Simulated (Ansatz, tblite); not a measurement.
# In(IMe)Cl3 (C₅H₈Cl₃InN₂): one state, many levels

An exercise on one series of results from a longer session: the logs are not shown, and one member is left open.

Program: Ansatz 0.2.0, Gaussian basis. Level of theory: as each input shows. These are calculated values, not measurements.

Levels to be run: GFN1-xTB, GFN2-xTB, PBE-D4/def2-TZVP, r2SCAN-D4/def2-TZVP, r2SCAN0-D4/def2-TZVP, revPBE-D4/def2-TZVP, PBE-D4/def2-SVP, PBE0-D4/def2-SVP, MP2/def2-SVP.

3 further runs of the same task are left out: 3 set aside as unsound or not needed.

## The structure

The geometry is that of the singlet, from an earlier relaxation (PBE-D4/def2-SVP).

19 atoms, charge 0, spin multiplicity 1.

Bond lengths: In1–C2 2.251 Å, In1–Cl17 2.399 Å, In1–Cl18 2.391 Å, In1–Cl19 2.398 Å, C2–N3 1.359 Å, C2–N7 1.359 Å, N3–C4 1.463 Å, N3–C5 1.385 Å, C4–H9 1.106 Å, C4–H10 1.104 Å, C4–H11 1.106 Å, C5–C6 1.374 Å, C5–H12 1.094 Å, C6–N7 1.383 Å, C6–H13 1.094 Å, N7–C8 1.464 Å, C8–H14 1.109 Å, C8–H15 1.104 Å and more. Angles: C2–In1–Cl17 101.8°, C2–In1–Cl18 107.1°, C2–In1–Cl19 102.6°, Cl17–In1–Cl18 115.7°, Cl17–In1–Cl19 112.3°, Cl18–In1–Cl19 115.3°, In1–C2–N3 131.3°, In1–C2–N7 122.9°, N3–C2–N7 105.7°, C2–N3–C4 124.5°, C2–N3–C5 110.4°, C4–N3–C5 125.1°, N3–C4–H9 110.3°, N3–C4–H10 108.8°, N3–C4–H11 110.3°, H9–C4–H10 110.0°, H9–C4–H11 107.5°, H10–C4–H11 110.0° and more.

In takes a core potential in the def2 sets. No spin-orbit coupling is included.

PBE0-D4/def2-TZVP was run before; its log isn't repeated, and its numbers join the tables.

Set-up of the first run:

Tight binding, by tblite at 300 K electronic temperature and without a spin-polarisation term:

```python
tblite.interface.Calculator('GFN1-xTB', numbers, positions, charge=0, uhf=0).singlepoint()
```

Tight binding, by tblite at 300 K electronic temperature and without a spin-polarisation term:

```python
tblite.interface.Calculator('GFN2-xTB', numbers, positions, charge=0, uhf=0).singlepoint()
```

start.molden holds the orbitals of an earlier run on this state, given as this run's starting guess.

File in.yaml:

```yaml
crystal:
  periodic: [false, false, false]
  atoms:
    - {symbol: In, position_ang: [-0.021372, -0.074764, -2.415656]}
    - {symbol: C, position_ang: [-0.033256, 0.046487, -0.168215]}
    - {symbol: N, position_ang: [-0.187644, 1.102534, 0.673032]}
    - {symbol: C, position_ang: [-0.450374, 2.474644, 0.239651]}
    - {symbol: C, position_ang: [-0.069654, 0.692436, 1.991009]}
    - {symbol: C, position_ang: [0.166163, -0.661200, 1.962854]}
    - {symbol: N, position_ang: [0.182146, -1.031689, 0.630080]}
    - {symbol: C, position_ang: [0.415160, -2.382126, 0.116103]}
    - {symbol: H, position_ang: [-1.399494, 2.522991, -0.326168]}
    - {symbol: H, position_ang: [-0.509159, 3.123853, 1.131219]}
    - {symbol: H, position_ang: [0.355516, 2.825369, -0.431670]}
    - {symbol: H, position_ang: [-0.166482, 1.384575, 2.832991]}
    - {symbol: H, position_ang: [0.320439, -1.377249, 2.775383]}
    - {symbol: H, position_ang: [1.369805, -2.405517, -0.446879]}
    - {symbol: H, position_ang: [0.448314, -3.090205, 0.962939]}
    - {symbol: H, position_ang: [-0.407476, -2.654103, -0.575622]}
    - {symbol: Cl, position_ang: [2.176772, -0.933065, -2.848925]}
    - {symbol: Cl, position_ang: [-0.453834, 2.128229, -3.239220]}
    - {symbol: Cl, position_ang: [-1.735570, -1.691229, -2.862916]}
basis:
  gaussian: {orbitals: def2-TZVP, initial_orbitals: start.molden}
hamiltonian: {xc: pbe, dispersion: d4}
scf: {omitted_lower_state_checks: [starts]}
output: {orbitals: {seedname: orbitals}}
```

Run with:

```console
> ansatz run in.yaml --threads 4 --pin off --events-out ev --progress --plain --max-ram 6963MiB
```

Steps of the session up to this table: PBE-D4/def2-TZVP; r2SCAN-D4/def2-TZVP; r2SCAN0-D4/def2-TZVP; revPBE-D4/def2-TZVP; PBE-D4/def2-SVP; PBE0-D4/def2-SVP; MP2/def2-SVP.

One of the session's tables, all rows but one given; the rest of the session is left out.

It belongs to the step «Binding energy». 

| level | binding an atom (eV) |
| --- | --- |
| HF/def2-SVP | 2.965 |
| PBE-D4/def2-SVP | 4.293 |
| PBE-D4/def2-TZVP | 4.233 |
| revPBE-D4/def2-TZVP | 4.116 |
| r2SCAN-D4/def2-TZVP | 4.112 |
| PBE0-D4/def2-SVP | 4.202 |
| PBE0-D4/def2-TZVP | 4.144 |
| r2SCAN0-D4/def2-TZVP | 4.038 |
| MP2/def2-SVP | ? |

**Question.** Estimate the row for MP2/def2-SVP.

The run gave: binding an atom (eV): 3.993. In the column «binding an atom (eV)» it lies between HF/def2-SVP (2.965) and r2SCAN0-D4/def2-TZVP (4.038).

To keep in mind: Free atoms were run apart at each level; binding is atoms less cluster, divided by the number of atoms, without zero-point or spin-orbit terms.
